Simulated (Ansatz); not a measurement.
# CH6OSSiSn: ionisation energy by level of theory

How much energy removes an electron from CH6OSSiSn at fixed geometry? The cation is run at each level and the neutral's energy taken from earlier runs.

Program: Ansatz 0.2.0, Gaussian basis. Level of theory: unrestricted cation, the program's frozen cores in correlated methods. These are calculated values, not measurements.

Levels to be run: UKS PBE-D4/def2-TZVPP; UKS r2SCAN-D4/def2-TZVPP; UKS PBE0-D4/def2-TZVPP; UKS B3LYP-D4/def2-TZVPP; UKS wB97X-V/def2-TZVPP; UKS wB97M-V/def2-TZVPP; UKS B2PLYP/def2-TZVPP; UHF-CCSD(T)/def2-TZVPP; UHF-MP2/def2-QZVPP; extrapolation to the limit; then −ε(HOMO) from the neutral's earlier runs with LDA (SPW92), PBE-D4, revPBE-D4, BLYP-D4, r2SCAN-D4, B97M-V, PBE0-D4, B3LYP-D4, r2SCANh-D4, r2SCAN0-D4, HSE06-D4, BHLYP-D4, CAM-B3LYP-D4, LC-ωPBE, ωB97X-V, ωB97M-V.

1 further run of the same task is left out (it didn't finish).

### Step 1. The relaxed structure

The geometry comes from an earlier relaxation with PBE0-D4 in a triple-zeta def2 set; it is a stationary point, not always the lowest conformer. Sn takes the def2 core potential; no spin-orbit term is included.

SMILES `C[S][Sn][O][SiH3]`, 11 atoms, charge 0, spin multiplicity 1.

Atoms are counted from 1 here; the program's logs count them from 0.

Bond lengths: C1–S2 1.814 Å, C1–H6 1.089 Å, C1–H7 1.089 Å, C1–H8 1.089 Å, S2–Sn3 2.414 Å, Sn3–O4 1.993 Å, O4–Si5 1.631 Å, Si5–H9 1.488 Å, Si5–H10 1.493 Å, Si5–H11 1.488 Å. Angles: S2–C1–H6 110.7°, S2–C1–H7 108.5°, S2–C1–H8 108.5°, H6–C1–H7 109.9°, H6–C1–H8 109.9°, H7–C1–H8 109.3°, C1–S2–Sn3 106.2°, S2–Sn3–O4 95.9°, Sn3–O4–Si5 138.3°, O4–Si5–H9 110.3°, O4–Si5–H10 111.3°, O4–Si5–H11 110.3°, H9–Si5–H10 108.1°, H9–Si5–H11 108.6°, H10–Si5–H11 108.2°.

Coordinates:

```csv
atom,x (Å),y (Å),z (Å)
C1,-1.4514,1.7080,-0.3488
S2,-0.5463,1.8858,-1.9107
Sn3,1.1526,0.1709,-1.9018
O4,0.6707,-0.5866,-0.1226
Si5,1.1691,-1.7820,0.8681
H6,-1.0446,0.8882,0.2413
H7,-1.3685,2.6411,0.2074
H8,-2.4995,1.5161,-0.5762
H9,0.0627,-2.7482,1.1072
H10,2.3198,-2.5300,0.2798
H11,1.6008,-1.2202,2.1770
```

### Step 2. Cation, UKS PBE-D4/def2-TZVPP

File in.yaml:

```yaml
crystal:
  periodic: [false, false, false]
  atoms:
    - {symbol: C, position_ang: [-1.451449, 1.708006, -0.348825]}
    - {symbol: S, position_ang: [-0.546255, 1.885833, -1.910693]}
    - {symbol: Sn, position_ang: [1.152644, 0.170880, -1.901812]}
    - {symbol: O, position_ang: [0.670715, -0.586623, -0.122647]}
    - {symbol: Si, position_ang: [1.169094, -1.782017, 0.868106]}
    - {symbol: H, position_ang: [-1.044644, 0.888165, 0.241341]}
    - {symbol: H, position_ang: [-1.368487, 2.641102, 0.207413]}
    - {symbol: H, position_ang: [-2.499524, 1.516102, -0.576183]}
    - {symbol: H, position_ang: [0.062673, -2.748229, 1.107214]}
    - {symbol: H, position_ang: [2.319816, -2.530035, 0.279766]}
    - {symbol: H, position_ang: [1.600817, -1.220183, 2.177021]}
basis:
  gaussian: {orbitals: def2-TZVPP}
total_charge: 1
magnetization: {spin_polarized: true, initial_magnetization: 1}
hamiltonian: {xc: pbe, dispersion: d4}
```

Run with:

```sh
$ ansatz run in.yaml --threads 2 --pin off --events-out ev --progress --plain --max-ram 32768MiB --backend cuda --devices 0, --max-vram 18GiB
```

After this run come: Cation, UKS r2SCAN-D4/def2-TZVPP; Cation, UKS PBE0-D4/def2-TZVPP; Cation, UKS B3LYP-D4/def2-TZVPP; Cation, UKS wB97X-V/def2-TZVPP; Cation, UKS wB97M-V/def2-TZVPP; Cation, UKS B2PLYP (frozen core)/def2-TZVPP; Cation, UHF-CCSD(T)/def2-TZVPP; Cation, UHF-MP2/def2-QZVPP.

Before running them: what should the planned runs give, taken together? Wanted: ionisation energy, CCSD(T)/CBS; nearest functional by difference; nearest −ε(HOMO); −ε(HOMO) of PBE; T1 of the cation.

**Answer**, as computed:

```
                        quantity               value
  ionisation energy, CCSD(T)/CBS             9.11 eV
nearest functional by difference  ωB97M-V (-0.13 eV)
                nearest −ε(HOMO)  ωB97M-V (-0.04 eV)
                 −ε(HOMO) of PBE             5.96 eV
                T1 of the cation               0.019
```

In words: Energy differences with functionals land within 0.48 eV of the reference. The PBE orbital energy is 3.1 eV too small: a semilocal HOMO is no ionisation energy. Among orbital estimates ωB97M-V comes nearest. Hartree-Fock falls 1.23 eV short, as the neutral has more correlation energy than the cation. Correlated methods include outer-core shells of Sn, which these sets cover unevenly. With outer-core shells in play the reference is unsure by up to some tenths of an eV, so close misses can't be ranked.
